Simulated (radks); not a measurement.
# Se⁺ in [Ar] 3d10 4s2 4p3: an all-electron calculation

The task here is to estimate one member of a computed series from the others.

Method: scalar-relativistic Kohn-Sham, Wu-Cohen GGA, spin-unpolarised, spherical densities, point nucleus. Code: radks (a radial shooting solver on a logarithmic mesh, Libxc functionals) version 1.

## Starting point

| Property | Result |
| --- | --- |
| element | selenium (Z = 34) |
| charge | +1 |
| electrons | 33 |
| configuration | [Ar] 3d10 4s2 4p3 |

The outer shells:

Se⁺
```
[Ar] core
3d [↑↓][↑↓][↑↓][↑↓][↑↓]
4s [↑↓]
4p [↑ ][↑ ][↑ ]
```

Set-up of the first run:

Settings of this run:

```text
Z 34
configuration [Ar] 3d10 4s2 4p3 5s0 4d0 5p0 4f0
relativity scalar-relativistic
functional wc,pbe
spin unpolarised
nucleus point
c 137.035999084
```

The run is started by

```sh
python run_ks.py task.json out
```

This one command runs every case of the session in turn.

One of the session's tables, all rows but one given; the rest of the session is left out.

It belongs to the step «Radial structure». Radial moments (bohr):

```
level      <r>  outermost maximum (interpolated)  90 % within  nodes
   1s  0.04409                            0.0288       0.0788      0
   2s   0.1960                             0.165        0.303      1
   2p        ?                                 ?            ?      ?
   3s   0.5743                             0.502        0.856      2
   3p   0.5897                             0.500        0.903      1
   3d   0.6301                             0.452         1.05      0
   4s    1.742                              1.49         2.58      3
   4p    2.112                              1.75         3.20      2
```

Q: Estimate the row for 2p from the others.

As computed: <r>: 0.1711; outermost maximum (interpolated): 0.132; 90 % within: 0.279; nodes: 0. In the column «<r>» it lies between 1s (0.04409) and 2s (0.1960).

Limits of these values: Spin polarisation and multiplet splitting are left out.
